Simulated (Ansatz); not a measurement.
# CH₆AsGaO: basis-set convergence

Aim: see how fast density functionals converge with the basis set for CH₆AsGaO.

Computed with Ansatz 0.2.0, Gaussian basis. Level: one geometry, several basis sets.

Levels to be run: PBE0-D4/def2-SVP; ωB97M-V/def2-SVP; PBE0-D4/def2-QZVPP; the functionals' def2-TZVPP values are taken from earlier runs.

1 further run of the same task is left out (it didn't finish).

## (1) The geometry

An earlier PBE0-D4 in a triple-zeta def2 set relaxation fixed the geometry.

SMILES `[GaH2][CH2]O[AsH2]`, 10 atoms, charge 0, spin multiplicity 1.

Atoms are counted from 1 here; the program's logs count them from 0.

Bond lengths: Ga1–C2 1.984 Å, Ga1–H5 1.569 Å, Ga1–H6 1.569 Å, C2–O3 1.437 Å, C2–H7 1.095 Å, C2–H8 1.095 Å, O3–As4 1.809 Å, As4–H9 1.535 Å, As4–H10 1.525 Å. Angles: C2–Ga1–H5 118.8°, C2–Ga1–H6 119.0°, H5–Ga1–H6 121.7°, Ga1–C2–O3 90.4°, Ga1–C2–H7 115.9°, Ga1–C2–H8 117.1°, O3–C2–H7 111.5°, O3–C2–H8 111.6°, H7–C2–H8 109.1°, C2–O3–As4 116.3°, O3–As4–H9 97.1°, O3–As4–H10 93.7°, H9–As4–H10 91.3°.

Coordinates:

```csv
atom,x (Å),y (Å),z (Å)
Ga1,0.2790,1.9167,-0.5252
C2,-0.2813,0.0490,-0.8933
O3,0.2601,-0.3726,0.3698
As4,0.1239,-2.1353,0.7531
H5,1.7497,2.3454,-0.8640
H6,-0.6930,2.8612,0.2657
H7,-1.3613,-0.1259,-0.9448
H8,0.2047,-0.4624,-1.7301
H9,-1.2029,-2.0597,1.5212
H10,0.9212,-2.0166,2.0476
```

## (2) PBE0-D4 in def2-SVP

The input, in.yaml:

```yaml
crystal:
  periodic: [false, false, false]
  atoms:
    - {symbol: Ga, position_ang: [0.278994, 1.916731, -0.525220]}
    - {symbol: C, position_ang: [-0.281348, 0.049032, -0.893317]}
    - {symbol: O, position_ang: [0.260111, -0.372562, 0.369764]}
    - {symbol: As, position_ang: [0.123880, -2.135300, 0.753057]}
    - {symbol: H, position_ang: [1.749681, 2.345418, -0.864007]}
    - {symbol: H, position_ang: [-0.693022, 2.861242, 0.265677]}
    - {symbol: H, position_ang: [-1.361270, -0.125856, -0.944752]}
    - {symbol: H, position_ang: [0.204736, -0.462442, -1.730067]}
    - {symbol: H, position_ang: [-1.202922, -2.059715, 1.521248]}
    - {symbol: H, position_ang: [0.921160, -2.016557, 2.047616]}
basis:
  gaussian: {orbitals: def2-SVP}
hamiltonian: {xc: pbe0, dispersion: d4}
output: {orbitals: {seedname: orbitals}}
```

Command:

```
$ ansatz run in.yaml --threads 2 --pin off --events-out ev --progress --plain --max-ram 4352MiB
```

The runs that follow: ωB97M-V in def2-SVP; PBE0-D4 in def2-QZVPP.

**Question.** What will the summary of the whole plan be? Wanted: PBE0-D4: double and triple zeta above quadruple.

The runs gave:

```
                                       quantity           value
PBE0-D4: double and triple zeta above quadruple  20.69, 2.70 eV
```

In words: PBE0-D4 gains 17.99 eV from double to triple zeta, then 2.70 eV more. These are total energies; as a rule much of such shifts cancels in differences, which this series doesn't test.
